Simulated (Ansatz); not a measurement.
# C2H7BFNSi: up Jacob's ladder to CCSD(T)

How much do the methods differ for C2H7BFNSi? The plan is to run it at one geometry with functionals of several rungs and with coupled cluster, and see how far each lands from CCSD(T) at the basis-set limit for the atomisation energy.

The runs use Ansatz 0.2.0, Gaussian basis; functionals in def2-TZVPP, the program's frozen cores in correlated methods.

The runs, in order: PBE-D4, r2SCAN-D4, PBE0-D4, B3LYP-D4, ωB97X-V, ωB97M-V, B2PLYP; CCSD(T)/def2-TZVPP; MP2/def2-QZVPP; extrapolation to the limit.

## 1. Structure used throughout

All runs share one geometry, relaxed beforehand with PBE0-D4 in a triple-zeta def2 set.

SMILES `B[SiH](F)CC=N`, 13 atoms, charge 0, spin multiplicity 1.

Atoms are counted from 1 here; the program's logs count them from 0.

Bond lengths: B1–Si2 2.005 Å, B1–H7 1.197 Å, B1–H8 1.195 Å, Si2–F3 1.611 Å, Si2–C4 1.886 Å, Si2–H9 1.489 Å, C4–C5 1.488 Å, C4–H10 1.095 Å, C4–H11 1.094 Å, C5–N6 1.265 Å, C5–H12 1.098 Å, N6–H13 1.019 Å. Angles: Si2–B1–H7 118.8°, Si2–B1–H8 123.6°, H7–B1–H8 117.6°, B1–Si2–F3 112.5°, B1–Si2–C4 111.0°, B1–Si2–H9 110.0°, F3–Si2–C4 107.3°, F3–Si2–H9 106.7°, C4–Si2–H9 109.2°, Si2–C4–C5 111.9°, Si2–C4–H10 108.1°, Si2–C4–H11 107.5°, C5–C4–H10 110.6°, C5–C4–H11 109.6°, H10–C4–H11 109.0°, C4–C5–N6 121.5°, C4–C5–H12 115.5°, N6–C5–H12 123.0° and more.

## 2. PBE-D4 (GGA)

Input file in.yaml:

```yaml
crystal:
  periodic: [false, false, false]
  atoms:
    - {symbol: B, position_ang: [0.237108, -2.666654, -0.172220]}
    - {symbol: Si, position_ang: [0.090871, -0.844849, 0.651333]}
    - {symbol: F, position_ang: [1.303305, -0.527056, 1.663891]}
    - {symbol: C, position_ang: [0.100268, 0.498571, -0.672077]}
    - {symbol: C, position_ang: [-0.036720, 1.857642, -0.083102]}
    - {symbol: N, position_ang: [-1.137161, 2.480942, -0.108115]}
    - {symbol: H, position_ang: [-0.598035, -3.014069, -0.956127]}
    - {symbol: H, position_ang: [1.116393, -3.436169, 0.076504]}
    - {symbol: H, position_ang: [-1.165537, -0.743185, 1.444300]}
    - {symbol: H, position_ang: [1.036056, 0.414583, -1.234638]}
    - {symbol: H, position_ang: [-0.739547, 0.303124, -1.345493]}
    - {symbol: H, position_ang: [0.868106, 2.260632, 0.390456]}
    - {symbol: H, position_ang: [-1.054803, 3.381688, 0.360389]}
basis:
  gaussian: {orbitals: def2-TZVPP}
hamiltonian: {xc: pbe, dispersion: d4}
output: {forces: true, orbitals: {seedname: orbitals}}
```

Launch:

```
ansatz run in.yaml --threads 4 --pin off --events-out ev --progress --plain --max-ram 10444MiB
```

The runs that follow: r2SCAN-D4 (meta-GGA); PBE0-D4 (hybrid); B3LYP-D4 (hybrid); ωB97X-V (range-separated); ωB97M-V (range-separated); B2PLYP (double hybrid); CCSD(T) in def2-TZVPP; MP2 in def2-QZVPP.

Q: Predict the results of all the runs planned. Wanted: atomisation energy, CCSD(T)/CBS; farthest; mean size of error, hybrid; mean size of error, range-separated; gap, smallest and largest; T1 diagnostic; triples share of the correlation energy.

As calculated:

| quantity | value |
| --- | --- |
| atomisation energy, CCSD(T)/CBS | 50.720 eV |
| functionals within 0.254 eV (0.5 %) | r2SCAN-D4, PBE0-D4, B3LYP-D4 |
| farthest | PBE-D4 (+1.109 eV) |
| mean size of error, hybrid | 0.212 eV |
| mean size of error, range-separated | 0.287 eV |
| gap, smallest and largest | 2.43 eV (PBE-D4), 9.57 eV (ωB97X-V) |
| T1 diagnostic | 0.0123 |
| triples share of the correlation energy | 3.7 % |

PBE-D4 misses by +1.109 eV. Double hybrids carry the basis error of their MP2 part in triple zeta, and no dispersion term here, so their miss is partly the set-up's. The reference freezes the cores and leaves out relativity and excitations past (T), so misses under about 0.254 eV can't be ranked. Hartree-Fock recovers 74 % of the binding; the rest is correlation. Orbital gaps span 2.4 to 9.6 eV; exact exchange widens them.
